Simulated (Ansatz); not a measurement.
# Zn (Zinc): the cost of one run

Method: DFT PBE, scalar-relativistic, plane waves, PAW, in Ansatz 0.2.0.

The COD entry's cell or inner coordinates are ideal or old and differ from later refinements, so a difference from it is no clean test against experiment.

1 further run of the same task is left out (set aside as unsound or not needed).

## (1) The system as given

It takes space group P6_3/mmc (No. 194, hexagonal). Conventional cell: a = 2.633 Å, b = 2.633 Å, c = 5.108 Å, α = 90.00°, β = 90.00°, γ = 120.00°. Zn (site symmetry -6m2) is surrounded by 12 Zn at 2.63 to 2.97 Å.

As a file:

```xyz
2
Lattice="2.6333 0.0000 0.0000 -1.3167 2.2805 0.0000 0.0000 0.0000 5.1082" Properties=species:S:1:pos:R:3 pbc="T T T"
Zn    0.0000    1.5203    1.2771
Zn    1.3167    0.7602    3.8312
```

It is the result of an earlier relaxation at this level (volume 15.34 Å³/atom; gap on the mesh: none (metal)).

## (2) Bands, states and charges

File input.yaml:

```yaml
crystal:
  lattice:
    - [2.6333229228, 0.0, 0.0]
    - [-1.3166614614, 2.2805245476, 0.0]
    - [0.0, 0.0, 5.1082449431]
  atoms:
    - { symbol: Zn, position: [0.3333333333, 0.6666666667, 0.25] }
    - { symbol: Zn, position: [0.6666666667, 0.3333333333, 0.75] }
basis:
  ecutwfc: 420
kpoints:
  mp_grid: { grid: [18, 18, 8] }
  band_path:
    path:
      - [[0.0, 0.0, 0.0], [0.5, 0.0, 0.0], [0.33333333, 0.33333333, 0.0], [0.0, 0.0, 0.0], [0.0, 0.0, 0.5], [0.5, 0.0, 0.5], [0.33333333, 0.33333333, 0.5], [0.0, 0.0, 0.5]]
      - [[0.5, 0.0, 0.5], [0.5, 0.0, 0.0]]
      - [[0.33333333, 0.33333333, 0.5], [0.33333333, 0.33333333, 0.0]]
    npoints: 14
hamiltonian:
  xc: pbe
scf:
  occupations: { method: gaussian, width: 0.1 }
  n_extra_bands: 6
output:
  forces: true
  stress: true
  eigenvalues: true
  populations: true
  dos: { projected: true, de: 0.02, nscf_kmesh: { grid: [27, 27, 12] } }
  bader: true
  write_density: true
  write_potential: true
  elf: true
  volumetric_format: npy
```

On the command line:

```console
$ ansatz run input.yaml --threads 1 --pin off --max-ram 2560MiB --backend cpu --events-out ev --progress --plain --runs-dir out
```

What time and memory should one allow on 1 thread of Intel Xeon 6975P-C (Granite Rapids), shared host?

About 19 s, with a peak of 0.51 GiB.
